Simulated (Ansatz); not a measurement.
**InH2I: one structure at several levels**

The task here is to estimate one member of a computed series from the others.

Method: single points in def2-TZVPP; program: Ansatz 0.2.0, Gaussian basis.

Cores are frozen in the correlated methods. Filled d shells of the heavier atoms are correlated. Core potentials replace the inner electrons past krypton, and spin-orbit coupling is left out.

**The system as given**

SMILES `[InH2][I]`, 4 atoms, charge 0, spin multiplicity 1.

Atoms are counted from 1 here; the program's logs count them from 0.

Bond lengths: In1–I2 2.616 Å, In1–H3 1.862 Å, In1–H4 1.700 Å. Angles: I2–In1–H3 121.7°, I2–In1–H4 128.2°, H3–In1–H4 110.0°.

Geometry (Å):

```
In   -0.0740    0.0577   -0.0070
I     2.3993    0.2695    0.8195
H    -1.0727   -1.4868    0.2834
H    -1.0310    1.2345   -0.7744
```

The first run:

The input, run/in.yaml:

```yaml
crystal:
  periodic: [false, false, false]
  atoms:
    - {symbol: In, position_ang: [-0.074000, 0.057700, -0.007000]}
    - {symbol: I, position_ang: [2.399300, 0.269500, 0.819500]}
    - {symbol: H, position_ang: [-1.072700, -1.486800, 0.283400]}
    - {symbol: H, position_ang: [-1.031000, 1.234500, -0.774400]}
basis:
  gaussian: {orbitals: def2-TZVPP}
correlation: {method: ccsd_t}
output: {forces: true}
```

The command line of these runs was not kept.

Among the steps run: CCSD(T)/def2-TZVPP; PBE0-D4/def2-TZVPP; wB97M-V/def2-TZVPP; r2SCAN-D4/def2-TZVPP; PBE-D4/def2-TZVPP; BLYP-D4/def2-TZVPP; revPBE-D4/def2-TZVPP.

One table of the session follows, with a row left open; its other results are not shown here.

| method | RMS force component (eV/Å) | angle to CCSD(T) forces (°) | dipole (D) |
| --- | --- | --- | --- |
| CCSD(T) | 0.687 | reference | 0.91 |
| PBE0-D4 | 0.674 | 2.6 | 0.92 |
| wB97M-V | 0.699 | 2.2 | 0.99 |
| r2SCAN-D4 | 0.677 | 2.9 | 0.90 |
| PBE-D4 | 0.653 | 10.4 | 0.81 |
| BLYP-D4 | ? | ? | ? |
| revPBE-D4 | 0.671 | 14.0 | 0.80 |

Estimate the missing values for BLYP-D4.

**Answer.** RMS force component (eV/Å): 0.702; angle to CCSD(T) forces (°): 17.5; dipole (D): 0.76. In the column «RMS force component (eV/Å)» it is the highest.
